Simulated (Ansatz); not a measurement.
# Cl2H2Se2Zr: the cost of one run

Program: Ansatz 0.2.0, Gaussian basis. Level of theory: the settings change from run to run. These are calculated values, not measurements.

## 1. The geometry

An earlier PBE0-D4 in a triple-zeta def2 set relaxation fixed the geometry. Zr takes a core potential in def2 sets; no spin-orbit term is included.

7 atoms, charge 0, spin multiplicity 1.

Atoms are counted from 1 here; the program's logs count them from 0.

Bond lengths: Cl1–Zr2 2.320 Å, Zr2–Cl3 2.320 Å, Zr2–Se4 2.553 Å, Zr2–Se5 2.553 Å, Se4–H6 1.476 Å, Se5–H7 1.476 Å. Angles: Cl1–Zr2–Cl3 114.5°, Cl1–Zr2–Se4 112.1°, Cl1–Zr2–Se5 104.9°, Cl3–Zr2–Se4 104.9°, Cl3–Zr2–Se5 112.1°, Se4–Zr2–Se5 108.2°, Zr2–Se4–H6 86.6°, Zr2–Se5–H7 86.6°.

## 2. B97M-V/ANO-RCC-VTZP

Options: relativity set to scalar.

File in.yaml:

```yaml
crystal:
  periodic: [false, false, false]
  atoms:
    - {symbol: Cl, position_ang: [-1.255070, -2.351559, -0.687091]}
    - {symbol: Zr, position_ang: [0.174976, -0.665794, 0.015832]}
    - {symbol: Cl, position_ang: [2.236190, -1.407260, 0.779099]}
    - {symbol: Se, position_ang: [-0.800148, 0.676165, 1.956105]}
    - {symbol: Se, position_ang: [0.398036, 0.889153, -1.996543]}
    - {symbol: H, position_ang: [-1.885140, 1.057051, 1.031384]}
    - {symbol: H, position_ang: [1.131166, 1.802254, -1.098776]}
basis:
  gaussian: {orbitals: ANO-RCC-VTZP}
hamiltonian: {xc: {name: B97M-V}, pseudopotentials: {relativity: scalar}}
```

On the command line:

```
> ansatz run in.yaml --threads 4 --pin off --events-out ev --progress --plain --max-ram 11315MiB
```

What time and memory should one allow on 4 threads of Arm Neoverse V2, shared host?

About 46 s, with a peak of 0.94 GiB.
